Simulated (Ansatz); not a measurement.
# InHCl₂ (SMILES [Cl][InH][Cl]): functionals against CCSD(T) at one geometry

The task here is to estimate one member of a computed series from the others.

The runs use Ansatz 0.2.0, Gaussian basis; single points in def2-TZVPP.

Cores are frozen in the correlated methods. Filled d shells of the heavier atoms are correlated. Core potentials replace the inner electrons past krypton, and spin-orbit coupling is left out.

**The starting structure**

SMILES `[Cl][InH][Cl]`, 4 atoms, charge 0, spin multiplicity 1.

Atoms are counted from 1 here; the program's logs count them from 0.

Bond lengths: Cl1–In2 2.281 Å, In2–Cl3 2.569 Å, In2–H4 2.057 Å. Angles: Cl1–In2–Cl3 116.7°, Cl1–In2–H4 123.8°, Cl3–In2–H4 119.5°.

Geometry (Å):

```xyz
4
Cl2HIn
Cl   -1.77160    0.79290   -1.08780
In    0.09500    0.12290    0.03990
Cl    0.62540   -2.39080    0.00310
H     1.33550    1.40540    1.06300
```

Set-up of the first run:

File run/in.yaml:

```yaml
crystal:
  periodic: [false, false, false]
  atoms:
    - {symbol: Cl, position_ang: [-1.771600, 0.792900, -1.087800]}
    - {symbol: In, position_ang: [0.095000, 0.122900, 0.039900]}
    - {symbol: Cl, position_ang: [0.625400, -2.390800, 0.003100]}
    - {symbol: H, position_ang: [1.335500, 1.405400, 1.063000]}
basis:
  gaussian: {orbitals: def2-TZVPP}
correlation: {method: ccsd_t}
output: {forces: true}
```

The command line of these runs was not kept.

Steps of the session up to this table: CCSD(T)/def2-TZVPP; PBE0-D4/def2-TZVPP; wB97M-V/def2-TZVPP; r2SCAN-D4/def2-TZVPP; PBE-D4/def2-TZVPP; LC-wPBE/def2-TZVPP; BLYP-D4/def2-TZVPP.

One of the session's tables, all rows but one given; the rest of the session is left out.

| method | RMS force component (eV/Å) | angle to CCSD(T) forces (°) | dipole (D) |
| --- | --- | --- | --- |
| CCSD(T) | 1.214 | reference | 2.65 |
| PBE0-D4 | ? | ? | ? |
| wB97M-V | 1.249 | 3.2 | 2.68 |
| r2SCAN-D4 | 1.166 | 2.6 | 2.63 |
| PBE-D4 | 1.094 | 7.2 | 2.49 |
| LC-wPBE | 1.299 | 7.7 | 2.80 |
| BLYP-D4 | 1.093 | 14.7 | 2.41 |

Estimate the missing values for PBE0-D4.

The run gave: RMS force component (eV/Å): 1.170; angle to CCSD(T) forces (°): 1.4; dipole (D): 2.67. In the column «RMS force component (eV/Å)» it lies between r2SCAN-D4 (1.166) and CCSD(T) (1.214).
